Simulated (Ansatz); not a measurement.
Working through a short molecular-dynamics run of C2H5NSn, SMILES [CH3][SnH2][C]#N

Computed with Ansatz 0.2.0 through its Python package.

Contents of `c2h5nsn.xyz`:
```text
9

C    -0.72990    0.94030   -0.70270
Sn   -0.14810   -0.64220    0.53050
C     1.90430   -0.82460    0.40310
N     3.16190   -0.91850    0.34990
H    -1.87950    1.07980   -0.67380
H    -0.30090    1.94030   -0.36900
H    -0.45310    0.78600   -1.75990
H    -0.85730   -2.10460   -0.02490
H    -0.60890   -0.30270    2.22960
```

Notebook, run cell by cell (the value of a cell's last expression is shown):

```python
import ansatz as az
import numpy as np
```

```python
system = az.Crystal.molecule_from_extxyz('c2h5nsn.xyz')
```

```python
base = (
    system.calculation()
    .basis(gaussian='def2-SVP')
    .functional('blyp')
    .md('nve', timestep=0.25, steps=40, temperature=300, initial_velocities='maxwell_boltzmann', seed=8)
)
frames = []
base.session().plan().execute(on_event=lambda e: frames.append(e['data']) if e['event'] == 'md_step' else None)
print('t (fs)   E_pot (eV)      E_kin (eV)   T (K)   d(0-1) (A)')
for f in frames[::2]:
    xyz = np.array(f['positions_ang'])
    print(f'{f["time_fs"]:6.2f} {f["lagrangian_ev"]:14.5f} {f["e_kin_ev"]:10.5f} {f["temperature_k"]:8.1f} {np.linalg.norm(xyz[0] - xyz[1]):9.4f}')
kept = np.array([f['conserved_ev'] for f in frames])
print(f'conserved energy moves by at most {1000 * np.ptp(kept):.3f} meV')
```

    t (fs)   E_pot (eV)      E_kin (eV)   T (K)   d(0-1) (A)
      0.00    -9469.38382    0.27145    300.0    2.0889
      0.50    -9469.34373    0.23146    255.8    2.0897
      1.00    -9469.33611    0.22389    247.4    2.0911
      1.50    -9469.36374    0.25149    277.9    2.0930
      2.00    -9469.42466    0.31230    345.2    2.0954
      2.50    -9469.51196    0.39942    441.4    2.0984
      3.00    -9469.61410    0.50132    554.1    2.1017
      3.50    -9469.71575    0.60268    666.1    2.1056
      4.00    -9469.79956    0.68621    758.4    2.1097
      4.50    -9469.84903    0.73547    812.8    2.1141
      5.00    -9469.85223    0.73859    816.3    2.1187
      5.50    -9469.80566    0.69211    764.9    2.1234
      6.00    -9469.71688    0.60360    667.1    2.1280
      6.50    -9469.60420    0.49130    543.0    2.1326
      7.00    -9469.49282    0.38033    420.3    2.1370
      7.50    -9469.40826    0.29606    327.2    2.1411
      8.00    -9469.36921    0.25713    284.2    2.1451
      8.50    -9469.38255    0.27036    298.8    2.1489
      9.00    -9469.44182    0.32936    364.0    2.1525
      9.50    -9469.52986    0.41705    460.9    2.1560
     10.00    -9469.62444    0.51131    565.1    2.1593
    conserved energy moves by at most 1.559 meV

Caveats:
- Total energies depend on the basis set; only differences at equal settings carry meaning.
- The trajectory is only some femtoseconds long, so its temperature is not equilibrated; where the script doesn't relax first, it starts from a rough generated geometry.
- def2 sets replace the cores of elements past krypton by effective core potentials.
- The temperature counts the internal degrees of freedom alone.
- Finished in 120 s on 1 thread of Arm Neoverse V2 (shared host), peak memory 0.2 GiB.

(Lines on the test bed's own set-up are left out of the output.)
